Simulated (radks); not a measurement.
# Valence configurations of Mo³⁺

The task here is to estimate one member of a computed series from the others.

Program: radks (a radial shooting solver on a logarithmic mesh, Libxc functionals) version 1. Level of theory: Dirac Kohn-Sham, PBE, spin-unpolarised, spherical densities, point nucleus; open shells fill j = l - 1/2 first. These are calculated values, not measurements, unless marked.

## What is computed

* element: molybdenum (Z = 42)
* charge: +3
* electrons: 39
* configuration: [Kr] 4d3
* others tried: 4d2 5p1; 4d2 5s1; 5s1 5p2; 4d1 5s1 5p1; 4d1 5p2; 5p3; 4d1 5s2; 5s2 5p1

Set-up of the first run:

Input:

```text
Z 42
configuration [Kr] 4d3
relativity Dirac
functional pbe,pbe
spin unpolarised
j_filling energy
nucleus point
c 137.035999084
```

Among the steps run: [Kr] 4d3.

One of the session's tables, all rows but one given; the rest of the session is left out.

From the orbitals of this run (lengths in bohr):

| level | <r> | outermost maximum (interpolated) | 90 % within | nodes |
| --- | --- | --- | --- | --- |
| 3p3/2 | ? | ? | ? | ? |
| 3d3/2 | 0.4131 | 0.321 | 0.661 | 0 |
| 3d5/2 | 0.4166 | 0.324 | 0.666 | 0 |
| 4s1/2 | 1.097 | 0.987 | 1.59 | 3 |
| 4p1/2 | 1.193 | 1.05 | 1.76 | 2 |
| 4p3/2 | 1.221 | 1.07 | 1.80 | 2 |
| 4d3/2 | 1.603 | 1.30 | 2.48 | 1 |
| 4d5/2 | 1.615 | 1.31 | 2.50 | 1 |

**Question.** Estimate the row for 3p3/2.

The run gave: <r>: 0.4338; outermost maximum (interpolated): 0.380; 90 % within: 0.655; nodes: 1. In the column «<r>» it lies between 3d5/2 (0.4166) and 4s1/2 (1.097).
